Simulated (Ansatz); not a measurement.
# Sn6Ge: the cost of one run

Program: Ansatz 0.2.0. Level of theory: DFT PBE, scalar-relativistic, plane waves, PAW, unless a step names another level. These are calculated values, not measurements.

7 further runs of the same task are left out: 6 that didn't finish, 1 set aside as unsound or not needed. Runs told in other sessions of the task aren't counted.

### Step 1. The structure to begin with

The structure is trigonal, space group R-3 (No. 148). Conventional cell: a = 12.211 Å, b = 12.211 Å, c = 11.295 Å, α = 90.00°, β = 90.00°, γ = 120.00°. Around Sn (site symmetry 1) lie 1 Ge at 2.73 Å and 3 Sn at 2.88 Å. Around Sn (site symmetry 1) lie 4 Sn at 2.86 to 2.88 Å. Around Ge (site symmetry 3) lie 1 Ge at 2.54 Å and 3 Sn at 2.73 Å.

As a file:

```
Sn Ge
1.0
     6.10563    3.52509    3.76502
    -6.10563    3.52509    3.76502
     0.00000   -7.05018    3.76502
Sn Ge
12 2
Cartesian
  -0.8370 2.4091 9.0570
  0.8370 -2.4091 2.2381
  2.5965 -0.5366 6.1838
  -2.5965 0.5366 5.1113
  1.6679 1.9295 2.2381
  -1.6679 -1.9295 9.0570
  0.8335 -2.5169 5.1113
  -0.8335 2.5169 6.1838
  2.5049 -0.4797 9.0570
  -2.5049 0.4797 2.2381
  -1.7630 -1.9803 6.1838
  1.7630 1.9803 5.1113
  0.0000 0.0000 10.0262
  0.0000 0.0000 1.2689
```

It came out lowest among 15 distinct ends of the trial cells. At a tolerance of 0.05 Å it has space group R-3 (No. 148).

### Step 2. Electronic structure at the relaxed geometry

Contents of input.yaml:

```yaml
crystal:
  lattice:
    - [6.1056321941, 3.5250883908, 3.7650229516]
    - [-6.1056321941, 3.5250883908, 3.7650229516]
    - [0.0, -7.0501767816, 3.7650229517]
  atoms:
    - { symbol: Sn, position: [0.8472087286, 0.9843000665, 0.5740428946] }
    - { symbol: Sn, position: [0.1527912714, 0.0156999335, 0.4259571054] }
    - { symbol: Sn, position: [0.7347331657, 0.3094729097, 0.5982214895] }
    - { symbol: Sn, position: [0.2652668343, 0.6905270903, 0.4017785105] }
    - { symbol: Sn, position: [0.4259571054, 0.1527912714, 0.0156999335] }
    - { symbol: Sn, position: [0.5740428946, 0.8472087286, 0.9843000665] }
    - { symbol: Sn, position: [0.4017785105, 0.2652668343, 0.6905270903] }
    - { symbol: Sn, position: [0.5982214895, 0.7347331657, 0.3094729097] }
    - { symbol: Sn, position: [0.9843000665, 0.5740428946, 0.8472087286] }
    - { symbol: Sn, position: [0.0156999335, 0.4259571054, 0.1527912714] }
    - { symbol: Sn, position: [0.3094729097, 0.5982214895, 0.7347331657] }
    - { symbol: Sn, position: [0.6905270903, 0.4017785105, 0.2652668343] }
    - { symbol: Ge, position: [0.8876610447, 0.8876610447, 0.8876610447] }
    - { symbol: Ge, position: [0.1123389553, 0.1123389553, 0.1123389553] }
basis:
  ecutwfc: 420
kpoints:
  mp_grid: { grid: [6, 6, 6] }
  band_path:
    path:
      - [[0.0, 0.0, 0.0], [0.5, 0.0, 0.0], [0.5, -0.5, 0.5], [0.35679375, -0.64320625, 0.35679375]]
      - [[0.35679375, 0.35679375, 0.35679375], [0.0, 0.0, 0.0], [0.5, -0.5, 0.0]]
    npoints: 10
hamiltonian:
  xc: pbe
scf:
  occupations: { method: gaussian, width: 0.1 }
  n_extra_bands: 35
output:
  forces: true
  stress: true
  eigenvalues: true
  populations: true
  dos: { projected: true, de: 0.02, nscf_kmesh: { grid: [8, 8, 8] } }
  bader: false
```

Launch:

```console
> ansatz run input.yaml --threads 1 --pin off --max-ram 2560MiB --backend cpu --events-out ev --progress --plain --runs-dir out
```

What time and memory should one allow on 1 thread of Arm Neoverse V2, shared host?

About 16 min, with a peak of 2 GiB.
